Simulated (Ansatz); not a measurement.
# Si16C: the cost of one run

Method: DFT PBEsol, plane waves, PAW, scalar-relativistic, collinear spin, in Ansatz 0.2.0.

1 further run of the same task is left out (it didn't finish).

## 1. The structure to begin with

The cell holds 17 atoms (CSi16): a = 7.679 Å, b = 7.679 Å, c = 7.679 Å, α = 60.00°, β = 60.00°, γ = 60.00°.

The coordinates stand in the first input below.

## 2. Relaxing end A

Contents of input.yaml:

```yaml
crystal:
  lattice:
    - [0.0, 5.43, 5.43]
    - [5.43, 0.0, 5.43]
    - [5.43, 5.43, 0.0]
  atoms:
    - { symbol: Si, position: [0.0, 0.0, 0.0] }
    - { symbol: Si, position: [0.125, 0.125, 0.125] }
    - { symbol: Si, position: [0.0, 0.0, 0.5] }
    - { symbol: Si, position: [0.125, 0.125, 0.625] }
    - { symbol: Si, position: [0.0, 0.5, 0.0] }
    - { symbol: Si, position: [0.125, 0.625, 0.125] }
    - { symbol: Si, position: [0.0, 0.5, 0.5] }
    - { symbol: Si, position: [0.125, 0.625, 0.625] }
    - { symbol: Si, position: [0.5, 0.0, 0.0] }
    - { symbol: Si, position: [0.625, 0.125, 0.125] }
    - { symbol: Si, position: [0.5, 0.0, 0.5] }
    - { symbol: Si, position: [0.625, 0.125, 0.625] }
    - { symbol: Si, position: [0.5, 0.5, 0.0] }
    - { symbol: Si, position: [0.625, 0.625, 0.125] }
    - { symbol: Si, position: [0.5, 0.5, 0.5] }
    - { symbol: Si, position: [0.625, 0.625, 0.625] }
    - { symbol: C, position: [0.3718879, 0.371217, 0.3799094], spin: 1.0 }
magnetization:
  spin_polarized: true
basis:
  ecutwfc: 420.0
kpoints:
  mp_grid: { grid: [2, 2, 2] }
hamiltonian:
  xc: pbesol
  pseudopotentials: { kind: paw, azcp: { folder: soft_1 } }
scf:
  occupations: { method: gaussian, width: 0.05 }
  lower_state_search: "off"
relax:
  f_tol: 0.03
  max_steps: 60
  adjacent_minimum: "off"
output:
  write_density: true
  write_potential: true
  elf: true
  volumetric_format: npy
```

The run is started by

```sh
> ansatz run input.yaml --threads 2 --pin off --max-ram 5120MiB --backend cpu --events-out ev --progress --plain --runs-dir out
```

**Question.** How long does this run take on 2 threads of AMD EPYC (Zen 3), shared host, and how much memory does it need?

About 6.7 min, with a peak of 0.73 GiB.
